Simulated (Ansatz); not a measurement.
# BaTiO3: the cost of one run

Program: Ansatz 0.2.0. Level of theory: DFT PBE, scalar-relativistic, plane waves, PAW. These are calculated values, not measurements.

## Step 1: Starting point

The structure is cubic, space group Pm-3m (No. 221). The conventional cell has a = 4.006 Å, b = 4.006 Å, c = 4.006 Å, α = 90.00°, β = 90.00°, γ = 90.00°. Ba (site symmetry m-3m) is surrounded by 12 O at 2.83 Å. Ti (site symmetry m-3m) has 6 O at 2.00 Å in its first shell of neighbours. O (site symmetry 4/mmm) has 2 Ti at 2.00 Å and 4 Ba at 2.83 Å in its first shell of neighbours.

As a file:

```cif
data_structure
_symmetry_space_group_name_H-M 'P 1'
_symmetry_Int_Tables_number 1
_cell_length_a 8.0120
_cell_length_b 8.0120
_cell_length_c 8.0120
_cell_angle_alpha 90.000
_cell_angle_beta 90.000
_cell_angle_gamma 90.000
_cell_volume 514.31
loop_
_atom_site_label
_atom_site_type_symbol
_atom_site_fract_x
_atom_site_fract_y
_atom_site_fract_z
_atom_site_occupancy
Ba1 Ba 0.25000 0.25000 0.25000 1
Ba2 Ba 0.25000 0.25000 0.75000 1
Ba3 Ba 0.25000 0.75000 0.25000 1
Ba4 Ba 0.25000 0.75000 0.75000 1
Ba5 Ba 0.75000 0.25000 0.25000 1
Ba6 Ba 0.75000 0.25000 0.75000 1
Ba7 Ba 0.75000 0.75000 0.25000 1
Ba8 Ba 0.75000 0.75000 0.75000 1
Ti1 Ti 0.00000 0.00000 0.00000 1
Ti2 Ti 0.00000 0.00000 0.50000 1
Ti3 Ti 0.00000 0.50000 0.00000 1
Ti4 Ti 0.00000 0.50000 0.50000 1
Ti5 Ti 0.50000 0.00000 0.00000 1
Ti6 Ti 0.50000 0.00000 0.50000 1
Ti7 Ti 0.50000 0.50000 0.00000 1
Ti8 Ti 0.50000 0.50000 0.50000 1
O1 O 0.25000 0.00000 0.00000 1
O2 O 0.25000 0.00000 0.50000 1
O3 O 0.25000 0.50000 0.00000 1
O4 O 0.25000 0.50000 0.50000 1
O5 O 0.75000 0.00000 0.00000 1
O6 O 0.75000 0.00000 0.50000 1
O7 O 0.75000 0.50000 0.00000 1
O8 O 0.75000 0.50000 0.50000 1
O9 O 0.00000 0.25000 0.00000 1
O10 O 0.00000 0.25000 0.50000 1
O11 O 0.00000 0.75000 0.00000 1
O12 O 0.00000 0.75000 0.50000 1
O13 O 0.50000 0.25000 0.00000 1
O14 O 0.50000 0.25000 0.50000 1
O15 O 0.50000 0.75000 0.00000 1
O16 O 0.50000 0.75000 0.50000 1
O17 O 0.00000 0.00000 0.25000 1
O18 O 0.00000 0.00000 0.75000 1
O19 O 0.00000 0.50000 0.25000 1
O20 O 0.00000 0.50000 0.75000 1
O21 O 0.50000 0.00000 0.25000 1
O22 O 0.50000 0.00000 0.75000 1
O23 O 0.50000 0.50000 0.25000 1
O24 O 0.50000 0.50000 0.75000 1
```

The runs take a perfect supercell of 40 atoms; the defect goes to fractional position (0.250, 0.000, 0.000).

## Step 2: The perfect supercell

input.yaml

```yaml
crystal:
  lattice:
    - [8.012, 0.0, 0.0]
    - [0.0, 8.012, 0.0]
    - [0.0, 0.0, 8.012]
  atoms:
    - { symbol: Ba, position: [0.25, 0.25, 0.25] }
    - { symbol: Ba, position: [0.25, 0.25, 0.75] }
    - { symbol: Ba, position: [0.25, 0.75, 0.25] }
    - { symbol: Ba, position: [0.25, 0.75, 0.75] }
    - { symbol: Ba, position: [0.75, 0.25, 0.25] }
    - { symbol: Ba, position: [0.75, 0.25, 0.75] }
    - { symbol: Ba, position: [0.75, 0.75, 0.25] }
    - { symbol: Ba, position: [0.75, 0.75, 0.75] }
    - { symbol: Ti, position: [0.0, 0.0, 0.0] }
    - { symbol: Ti, position: [0.0, 0.0, 0.5] }
    - { symbol: Ti, position: [0.0, 0.5, 0.0] }
    - { symbol: Ti, position: [0.0, 0.5, 0.5] }
    - { symbol: Ti, position: [0.5, 0.0, 0.0] }
    - { symbol: Ti, position: [0.5, 0.0, 0.5] }
    - { symbol: Ti, position: [0.5, 0.5, 0.0] }
    - { symbol: Ti, position: [0.5, 0.5, 0.5] }
    - { symbol: O, position: [0.25, 0.0, 0.0] }
    - { symbol: O, position: [0.25, 0.0, 0.5] }
    - { symbol: O, position: [0.25, 0.5, 0.0] }
    - { symbol: O, position: [0.25, 0.5, 0.5] }
    - { symbol: O, position: [0.75, 0.0, 0.0] }
    - { symbol: O, position: [0.75, 0.0, 0.5] }
    - { symbol: O, position: [0.75, 0.5, 0.0] }
    - { symbol: O, position: [0.75, 0.5, 0.5] }
    - { symbol: O, position: [0.0, 0.25, 0.0] }
    - { symbol: O, position: [0.0, 0.25, 0.5] }
    - { symbol: O, position: [0.0, 0.75, 0.0] }
    - { symbol: O, position: [0.0, 0.75, 0.5] }
    - { symbol: O, position: [0.5, 0.25, 0.0] }
    - { symbol: O, position: [0.5, 0.25, 0.5] }
    - { symbol: O, position: [0.5, 0.75, 0.0] }
    - { symbol: O, position: [0.5, 0.75, 0.5] }
    - { symbol: O, position: [0.0, 0.0, 0.25] }
    - { symbol: O, position: [0.0, 0.0, 0.75] }
    - { symbol: O, position: [0.0, 0.5, 0.25] }
    - { symbol: O, position: [0.0, 0.5, 0.75] }
    - { symbol: O, position: [0.5, 0.0, 0.25] }
    - { symbol: O, position: [0.5, 0.0, 0.75] }
    - { symbol: O, position: [0.5, 0.5, 0.25] }
    - { symbol: O, position: [0.5, 0.5, 0.75] }
basis:
  ecutwfc: 420
  fft_grid_basis: typed
kpoints:
  mp_grid: { grid: [2, 2, 2] }
hamiltonian:
  xc: pbe
  pseudopotentials: { kind: paw }
scf:
  occupations: { method: gaussian, width: 0.05 }
output:
  forces: true
  stress: false
  eigenvalues: true
  bader: false
  write_density: true
  volumetric_format: npy
```

On the command line:

```console
> ansatz run input.yaml --threads 4 --pin off --max-ram 10240MiB --backend cpu --events-out ev --progress --plain --runs-dir out
```

Q: Estimate wall time and peak memory on 4 threads of Arm Neoverse N1, shared host.

About 11 s, with a peak of 2.1 GiB.
